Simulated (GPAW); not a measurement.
# Ho (P6_3/mmc) in GPAW: single point with PBE

Aim: the single point of Ho with PBE.

Program: GPAW 26.7.0. These are calculated values, not measurements. Logs are shortened: lines on timing, memory, paths and dates and some standing lists are left out, and cuts for length are marked. The log counts tension as positive stress, the text compression.

### Step 1. The structure

The structure is hexagonal, space group P6_3/mmc (No. 194). Conventional cell: a = 3.577 Å, b = 3.577 Å, c = 5.616 Å, α = 90.00°, β = 90.00°, γ = 120.00°. Ho (site symmetry -6m2) has 12 Ho at 3.49 to 3.58 Å as nearest neighbours.

### Step 2. Single point, PBE, collinear spin, ferromagnetic start

run.py reads:

```python
from ase import Atoms
from ase.dft.bandgap import bandgap
from ase.io import write
from ase.units import GPa
from gpaw import GPAW, PW

atoms = Atoms(['Ho', 'Ho'],
              cell=[[3.5773, 0.0, 0.0],
                    [-1.78865, 3.098032677, 0.0],
                    [0.0, 0.0, 5.6158]],
              scaled_positions=[[0.6666666667, 0.3333333333, 0.75],
                                [0.3333333333, 0.6666666667, 0.25]],
              pbc=True)
atoms.set_initial_magnetic_moments([5.5, 5.5])

calc = GPAW(mode=PW(800),
            xc='PBE',
            kpts={'size': (9, 9, 5), 'gamma': True},
            occupations={'name': 'fermi-dirac', 'width': 0.05},
            nbands=41,
            convergence={'density': 1e-05, 'energy': 1e-05},
            maxiter=150,
            txt='gpaw.txt')
atoms.calc = calc
energy = atoms.get_potential_energy()
forces = atoms.get_forces()
stress = atoms.get_stress()
calc.write('gs.gpw')
write('result.traj', atoms)
print(f'Energy: {energy:.6f} eV')
print('Forces (eV/A):')
print(forces.round(4))
print('Stress (GPa):', (stress / GPa).round(3))
print('Moments:', calc.get_magnetic_moments().round(3))
print('Fermi level:', round(calc.get_fermi_level(), 4), 'eV')
print(f'Gap: {bandgap(calc)[0]:.4f} eV, direct: {bandgap(calc, direct=True)[0]:.4f} eV')
```

Potentials or basis: GPAW PAW data sets (gpaw-data 1.2.1), pw.

Started as:

```bash
OMP_NUM_THREADS=1 python run.py
```

gpaw.txt:

```text
__  _  _
 | _ |_)|_||  |
 |__||  | ||/\| - 26.7.0

Input parameters:
  mode=PW(ecut=800.0),
  convergence={'density': 1e-05, 'energy': 1e-05},
  kpts=MonkhorstPack(size=(9, 9, 5), gamma=True),
  maxiter=150,
  nbands=41,
  occupations=Occupations(name='fermi-dirac', width=0.05),
  xc=XC(name='PBE')

Diagonalizing LCAO Hamiltonian
Converting LCAO to pw mode

           Ho

        Ho

Atoms  # Å, Bohr magnetons
|   | symbol |         x |        y |        z |    initial magnetic moments |
|---|--------|-----------|----------|----------|-----------------------------|
| 0 |     Ho |  1.788650 | 1.032678 | 4.211850 | ( 0.0000,  0.0000,  5.5000) |
| 1 |     Ho | -0.000000 | 2.065355 | 1.403950 | ( 0.0000,  0.0000,  5.5000) |

Unit cell  # Å
| periodic |         x |        y |        z |  lengths |     angles |
|----------|-----------|----------|----------|----------|------------|
|      yes |  3.577300 | 0.000000 | 0.000000 | 3.577300 |  90.000000 |
|      yes | -1.788650 | 3.098033 | 0.000000 | 3.577300 |  90.000000 |
|      yes |  0.000000 | 0.000000 | 5.615800 | 5.615800 | 120.000000 |

Number of symmetries: 12
Symmetry operations  # r_c * U_cc + t_c -> r_c
|    | kind |            matrix            |
|----|------|------------------------------|
|  0 |  σ   |  1, 1, 0,  0,-1, 0,  0, 0, 1 |
|  1 |  S6  |  1, 1, 0, -1, 0, 0,  0, 0,-1 |
|  2 |  E   |  1, 0, 0,  0, 1, 0,  0, 0, 1 |
|  3 |  C2  |  1, 0, 0, -1,-1, 0,  0, 0,-1 |
|  4 |  C2  |  0, 1, 0,  1, 0, 0,  0, 0,-1 |
|  5 |  C3  |  0, 1, 0, -1,-1, 0,  0, 0, 1 |
|  6 |  S6  |  0,-1, 0,  1, 1, 0,  0, 0,-1 |
|  7 |  σ   |  0,-1, 0, -1, 0, 0,  0, 0, 1 |
|  8 |  σ   | -1, 0, 0,  1, 1, 0,  0, 0, 1 |
|  9 |  i   | -1, 0, 0,  0,-1, 0,  0, 0,-1 |
| 10 |  C3  | -1,-1, 0,  1, 0, 0,  0, 0, 1 |
| 11 |  C2  | -1,-1, 0,  0, 1, 0,  0, 0,-1 |

BZ-sampling:
  Number of BZ points: 405
  Number of IBZ points: 50

  Monkhorst-Pack size: [9, 9, 5]
  Monkhorst-Pack shift: [0, 0, 0]

K-points  # in reciprocal-cell coordinates
|     |                                coordinates |     weight |
|-----|--------------------------------------------|------------|
|   0 | (  0.00000000,   0.00000000,   0.00000000) | 0.00246914 |
|   1 | (  0.00000000,   0.00000000,   0.20000000) | 0.00493827 |
|   2 | (  0.00000000,   0.00000000,   0.40000000) | 0.00493827 |
|   3 | (  0.11111111,   0.00000000,  -0.40000000) | 0.01481481 |
|   4 | (  0.11111111,   0.00000000,  -0.20000000) | 0.01481481 |
|   5 | (  0.11111111,   0.00000000,   0.00000000) | 0.01481481 |
|   6 | (  0.11111111,   0.00000000,   0.20000000) | 0.01481481 |
|   7 | (  0.11111111,   0.00000000,   0.40000000) | 0.01481481 |
|   8 | (  0.22222222,  -0.11111111,   0.00000000) | 0.01481481 |
|   9 | (  0.22222222,  -0.11111111,   0.20000000) | 0.02962963 |
| ... |                                            |            |
|  49 | (  0.44444444,   0.44444444,   0.40000000) | 0.02962963 |

Plane wave coefficients: 3223
Cutoff: 800.0 eV

Spin-components: 2 (collinear spins)
Bands:           41
Projectors:      16
Spin-degeneracy: 1
Datatype:        complex128

Parallelization:
  kpt:    1
  domain: 1
  band:   1

Density:
  Valence electrons: 42.0
  Components: 2
  Grid points: [24 24 40]
  Charge: 0.0  # |e|

Potential:
  Grid points: [24 24 40]

species:
  Ho:
    name:    Holmium
    Z:       67.0
    valence: 21
    core:    46
    charge:  0.0  # [|e|]
    compensation charges:
      type: gauss
      rc: 0.35  # [Å]
      lmax: 2
    cutoffs:
      filter: 1.17  # [Å]
      core: 1.75  # [Å]
    projectors
    | kind |    occ | energy [eV] | rcut [Å] |
    |------|--------|-------------|----------|
    |   5s |  2.000 |     -50.378 |    1.164 |
    |   6s |  2.000 |      -3.789 |    1.164 |
    |   5p |  6.000 |     -25.868 |    1.164 |
    |   6p |  0.000 |      -1.147 |    1.164 |
    |   5d |  0.000 |      -1.042 |    1.164 |
    |   4f | 11.000 |      -3.138 |    1.164 |
    |    d |        |      26.169 |    1.164 |
    |    f |        |      24.074 |    1.164 |

    Using partial waves for Ho as LCAO basis

Reference energy: -686613.919024  # eV

eigensolver:
  PPCG
  Converge bands: occupied
  niter=2

density mixing:
  MSR1-Mixer
  Pratt-step length: 0.05
  Maximum mixing coefficient: 0.75
  Old densities: 10
  SVD Regularization: 0.005
  Good broyden scale: 1.0
  Trust region scale: 1.0
  Backstep threshold: 4.0
  History deletion threshold: 6.0
  Fourier metric: weight=20.0, sigma=0.015

occupation numbers:
  Fermi-Dirac:
    width: 0.0500  # eV

poisson solver:
  ecut: 6400.0  # eV

xc functional:
  name: PBE with 2 nearest neighbor stencil

convergence criteria:
- Maximum integral of absolute [dens]ity change: 1e-05 electrons / valence electron
- Maximum [total energy] change in last 3 cyles: 1e-05 eV / valence electron
- Maximum integral of absolute [eigenst]ate change: 4e-08 eV^2 / valence electron
maximum number of iterations: 150

SCF iterations
|iter     | |      energy | eigst |  dens |  magmom |
|---------|-|-------------|-------|-------|---------|
|iter:   1| | -111.524486 | +0.86 |       | +10.2239|
|iter:   2| |  -75.865227 | -1.16 | -0.25 |  +9.8127|
|iter:   3| | -453.746475 | +1.88 | -0.29 |  +4.6208|
|iter:   4| |  -22.522609 | +1.31 | +0.05 |  +4.1209|
|iter:   5| |  -23.843264 | +0.52 | -0.24 |  +6.7718|
|iter:   6| |  -11.255340 | -0.25 | -0.44 |  +4.6222|
|iter:   7| |  -12.783301 | -0.51 | -0.50 |  +6.2988|
|iter:   8| |  -13.183835 | -0.46 | -0.59 |  +5.0504|
|iter:   9| |   -9.806087 | -0.57 | -0.43 |  +6.2430|
|iter:  10| |  -10.766748 | -0.74 | -0.73 |  +5.5070|
|iter:  11| |   -7.182841 | -1.11 | -0.54 |  +6.2063|
|iter:  12| |   -7.329580 | -2.10 | -1.26 |  +6.0325|
|iter:  13| |   -7.371212 | -3.72 | -0.99 |  +6.0505|
|iter:  14| |   -7.226648 | -2.20 | -0.99 |  +6.5164|
|iter:  15| |   -7.421935 | -2.95 | -1.52 |  +6.8956|
|iter:  16| |   -7.318700 | -3.37 | -1.35 |  +7.0982|
|iter:  17| |   -7.314963 | -4.68 | -1.84 |  +7.0639|
|iter:  18| |   -7.317079 | -4.14 | -2.00 |  +6.9817|
|iter:  19| |   -7.318901 | -5.02 | -2.47 |  +6.9261|
|iter:  20| |   -7.321244 | -4.80 | -2.57 |  +6.8495|
|iter:  21| |   -7.321760 | -5.04 | -2.81 |  +6.8176|
|iter:  22| |   -7.322473 | -5.05 | -3.02 |  +6.7693|
|iter:  23| |   -7.323249 | -5.76 | -3.29 |  +6.7508|
|iter:  24| |   -7.322849 | -6.46 | -3.29 |  +6.7439|
|iter:  25| |   -7.322879c| -7.66c| -3.96 |  +6.7448|
|iter:  26| |   -7.322905c| -6.25 | -4.03 |  +6.7458|
|iter:  27| |   -7.322899c| -8.62c| -4.07 |  +6.7460|
|iter:  28| |   -7.322910c| -8.70c| -4.30 |  +6.7461|
|iter:  29| |   -7.322910c| -9.11c| -5.19c|  +6.7462|

Converged in 29 steps
Energy contributions relative to reference atoms: (reference = -686613.919024)

Energy contributions:
  Kinetic:        -103.313583
  Coulomb:          95.424273
  Zero:              1.932522
  External:          0.000000
  Xc:               -1.200104
  Entropy:          -0.332037
  Spinorbit:         0.000000
  ----------------------------
  Free energy:      -7.488929
  Extrapolated:     -7.322910

dipole moment: (0.000000, 0.000000, 0.000000)  # |e|*Ang

Total magnetic moment: (0.000000, 0.000000, 6.746163)

Local magnetic moments
|        x |        y |        z |
|----------|----------|----------|
| 0.000000 | 0.000000 | 3.454038 |  # Ho   0
| 0.000000 | 0.000000 | 3.454038 |  # Ho   1

Fermi level: 8.306
Eigenvalues  # (at kpt = [0.000, 0.000, 0.000])
| band index |      eig [eV] | occ [0-1] |      eig [eV] | occ [0-1] |
|------------|---------------|-----------|---------------|-----------|
|          0 |       -39.722 |     1.000 |       -38.227 |     1.000 |
|        ... |               |           |               |           |
|         13 |         5.592 |     1.000 |         8.273 |     0.658 |
|         14 |         5.592 |     1.000 |         8.273 |     0.658 |
|         15 |         5.619 |     1.000 |         8.277 |     0.643 |
|         16 |         5.646 |     1.000 |         8.293 |     0.566 |
|         17 |         5.646 |     1.000 |         8.293 |     0.566 |
|         18 |         5.709 |     1.000 |         8.316 |     0.451 |
[... 8 lines left out ...]
|         27 |        11.121 |     0.000 |        11.354 |     0.000 |
|         28 |        11.474 |     0.000 |        11.730 |     0.000 |
|        ... |               |           |               |           |
|         40 |        23.439 |     0.000 |        23.716 |     0.000 |

No gap
No difference between direct/indirect transitions

Forces  # eV/Ang
|        x |        y |        z |
|----------|----------|----------|
|  0.00000 | -0.00000 |  0.00002 |  # Ho   0
| -0.00000 |  0.00000 | -0.00002 |  # Ho   1

Stress tensor  # eV/Ang^3
|         x |         y |         z |
|-----------|-----------|-----------|
| -0.006131 |  0.000000 |  0.000000 |
|  0.000000 | -0.006131 |  0.000000 |
|  0.000000 |  0.000000 | -0.016480 |

# Writing to gs.gpw (mode='')
```

Wall time 9.5 min (1 thread of Arm Neoverse V2, shared host); peak memory 0.44 GiB.

What came out:

| Quantity | Value |
| --- | --- |
| Free energy | -7.4889 eV |
| Pressure | 1.5 GPa |
| Band gap on the k mesh | none (metal or under the smearing width) |
| Net moment | 6.75 μB per cell |
| Site moments | Ho +3.45 μB |

Stress tensor (GPa, compression positive):
```
0.98 0.00 0.00
0.00 0.98 0.00
0.00 0.00 2.64
```

Caveat: one-centre terms of the f shell are cut off; the magnetic or orbital state may not be the lowest; spin-orbit coupling is left out, which moves the levels of the heavy elements. The state reached can hang on the start; a lower one may exist.
